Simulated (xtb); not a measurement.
# SiH2S2 (SMILES S[Si]S): GFN0-xTB

What is the electronic atomisation energy of SiH2S2 at GFN0-xTB? 

Program for the calculation: xtb 6.7.1.

8 further runs of the same task are left out: 1 for a known fault of the program, 7 set aside as unsound or not needed.

## 1. The structure to begin with

The species is SiH2S2 (5 atoms), meant as a singlet with charge 0. As SMILES, `S[Si]S`. Geometry: relaxed at PBE0-D4/def2-TZVP. This is one conformer, not always the lowest.

Bond lengths: S1–Si2 2.140 Å, Si2–S3 2.145 Å, S1–H4 1.344 Å, S3–H5 1.346 Å. Angles: S1–Si2–S3 98.2°, Si2–S1–H4 94.8°, Si2–S3–H5 101.2°.

## 2. Energy and forces at GFN0-xTB

The input, xcontrol:

```
$chrg 0
$spin 0
$end
```

The input, input.xyz:

```xyz
5

S     -0.64070000    -1.02380000    -0.54120000
Si    -0.65520000     0.96890000     0.23780000
S      1.42650000     1.11730000     0.73420000
H     -1.95470000    -1.04220000    -0.82510000
H      1.87410000    -0.09390000     0.35290000
```

Run with:

```bash
$ xtb --json --grad --gfn 0 --input xcontrol -- input.xyz > run.log
```

The program printed:

```text
* xtb version 6.7.1
[...]
          :  # basis functions                  34          :
[...]
          :  # electrons                        18          :
[...]
 Zeroth order Hamiltonian       ...        0 min,  0.000 sec ( 11.691%)
[...]
         ::                     SUMMARY                     ::
         :::::::::::::::::::::::::::::::::::::::::::::::::::::
         :: total energy              -9.415785682668 Eh    ::
         :: gradient norm              0.019859743707 Eh/a0 ::
         :: HOMO-LUMO gap              1.730734880576 eV    ::
         ::.................................................::
         :: H0 energy                 -9.418155665764 Eh    ::
         :: repulsion energy           0.040807298090 Eh    ::
         :: electrostat energy        -0.037150364395 Eh    ::
         :: -> Gsolv                   0.000000000000 Eh    ::
         ::    -> Gsasa                0.000000000000 Eh    ::
         ::    -> Gshift               0.000000000000 Eh    ::
         :: dispersion energy         -0.001286950598 Eh    ::
         :: short-range corr.          0.000000000000 Eh    ::
         :: add. restraining           0.000000000000 Eh    ::
         :: total charge               0.000000000000 e     ::
         :::::::::::::::::::::::::::::::::::::::::::::::::::::
[...]
         9        2.0000           -0.3633707              -9.8878 (HOMO)
        10                         -0.2997673              -8.1571 (LUMO)
[...]
          | TOTAL ENERGY               -9.415785682668 Eh   |
          | GRADIENT NORM               0.019859743707 Eh/α |
          | HOMO-LUMO GAP               1.730734880576 eV   |
           -------------------------------------------------
[...]
```

Standard error:

```text
normal termination of xtb
```

It took 0.043 s on 1 thread of Intel Xeon Platinum 8259CL at 2.50GHz (Skylake/Cascade Lake), shared host.

## 3. The H atom: a single-point energy at GFN0-xTB

The input, start.xyz:

```xyz
1

H      0.00000000     0.00000000     0.00000000
```

Run the same way, it converges to -0.43814 Eh (log not shown).

## 4. The S atom: a single-point energy at GFN0-xTB

The input, mol.xyz:

```xyz
1

S      0.00000000     0.00000000     0.00000000
```

Run the same way, it converges to -3.12779 Eh (log not shown).

## 5. The Si atom: a single-point energy at GFN0-xTB

The input, mol.xyz:

```xyz
1

Si     0.000000     0.000000     0.000000
```

Run the same way, it converges to -1.64860 Eh (log not shown).

## 6. Summary of results

At GFN0-xTB:

| quantity | value |
| --- | --- |
| molecule: total energy | -9.41579 Eh |
| molecule: dipole moment | 2.37 D |
| molecule: HOMO energy | -9.89 eV |
| molecule: LUMO energy | -8.16 eV |
| molecule: HOMO–LUMO gap | 1.73 eV |
| molecule: dispersion energy | -3.38 kJ/mol |
| molecule: largest force on an atom | 0.636 eV/Å |
| molecule: mean polarisability (D4 model) | 76.2 bohr³ |
| H atom: total energy | -0.43814 Eh |
| H atom: dipole moment | 0.00 D |
| H atom: HOMO energy (partly filled) | -11.92 eV |
| H atom: mean polarisability (D4 model) | 5.0 bohr³ |
| S atom: total energy | -3.12779 Eh |
| S atom: dipole moment | 0.00 D |
| S atom: HOMO energy (partly filled) | -11.19 eV |
| S atom: LUMO energy | -0.84 eV |
| S atom: mean polarisability (D4 model) | 19.6 bohr³ |
| Si atom: total energy | -1.64860 Eh |
| Si atom: dipole moment | 0.00 D |
| Si atom: HOMO energy (partly filled) | -8.28 eV |
| Si atom: LUMO energy | -8.28 eV |
| Si atom: mean polarisability (D4 model) | 38.9 bohr³ |
| electronic atomisation energy | 17.288 eV |

In words: The method runs without spin polarisation, so open shells lack the exchange term that lowers high spin: such energies come out too high. The largest force (molecule) is 0.64 eV/Å: the shape isn't a stationary point for this species at this level. Taking the molecule apart into free atoms costs 17.29 eV (399 kcal/mol), before zero-point energy and without spin-orbit coupling. Tight-binding and semi-empirical models aren't fitted to free atoms, so this value can be far from the true one.
